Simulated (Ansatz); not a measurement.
The system is NaLaMnMoO6.

```
CELL_PARAMETERS angstrom
5.10934 -0.00669 0.01056
-0.23945 5.68925 0.00703
-0.92899 -2.82542 5.11884
ATOMIC_POSITIONS crystal
Na 0.40776 0.38086 0.07519
La 0.03690 0.66325 0.68598
Mn 0.44271 0.04268 0.40638
Mo 0.90251 0.96387 0.30442
O 0.73627 0.69569 0.99417
O 0.72288 0.91846 0.55299
O 0.70112 0.27368 0.37292
O 0.19224 0.75325 0.36660
O 0.17926 0.03365 0.11672
O 0.20034 0.27462 0.63197
```

The cell was built by a generator and needn't be a form met in nature.

```yaml
Program: Ansatz 0.2.0
Task: relaxation of cell and atoms
Functional: r2SCAN
Dispersion: D4
Potentials_or_basis: Ansatz PAW
Cutoff: "500 eV (not typed: the program's choice for these potentials)"
k_mesh: 4 × 4 × 4
Occupations: fermi-dirac, width 0.05 eV
Spin: collinear spin, ferromagnetic start
Starting_moments: "[0.0, 0.0, 4.0, 1.0, 0.0, 0.0, 0.0, 0.0, 0.0, 0.0] μB"
```

At the start: volume 14.90 Å³/atom.

Question: Where does the relaxation end?

Answer: It ends after 13 steps and the volume is 14.19 Å³/atom (-4.8 %); space group P1 (No. 1, to 0.05 Å); moment 3.00 μB per cell.

Step by step:
```tsv
step	energy change (eV)	largest force (eV/Å)	volume (Å³)
1	0.0000	0.4371	148.95
2	-0.0412	0.2827	144.57
3	-0.0558	0.1653	144.58
4	-0.0639	0.0870	144.05
5	-0.0691	0.1054	143.03
6	-0.0706	0.0917	142.47
7	-0.0728	0.0655	142.26
8	-0.0733	0.0372	142.15
9	-0.0736	0.0392	142.03
10	-0.0738	0.0263	141.91
11	-0.0738	0.0190	141.90
12	-0.0739	0.0083	141.85
13	-0.0700	0.0095	141.85
```

Final structure:
```
Na La Mn Mo O
1.0
     5.08260   -0.02118   -0.07988
    -0.25465    5.57091    0.02504
    -1.00641   -2.75109    5.01624
Na La Mn Mo O
1 1 1 1 6
Direct
  0.42036 0.39227 0.09142
  0.06334 0.66581 0.69251
  0.44039 0.04462 0.41297
  0.89518 0.95966 0.29523
  0.71581 0.70584 0.97221
  0.72230 0.89653 0.53885
  0.70360 0.27926 0.38591
  0.18361 0.73921 0.34480
  0.17439 0.05448 0.12776
  0.20301 0.26233 0.64567
```

Caveat: the magnetic or orbital state may not be the lowest; the plane-wave basis is chosen anew once the cell has moved, so the energies of steps on either side of that aren't comparable; a cell with one magnetic atom can't hold antiferromagnetic order, which such compounds often take; the PAW data sets come from PBE, with cores solved anew for the run's functional, which leaves a small shift of forces and pressure; the starting moments weren't kept.
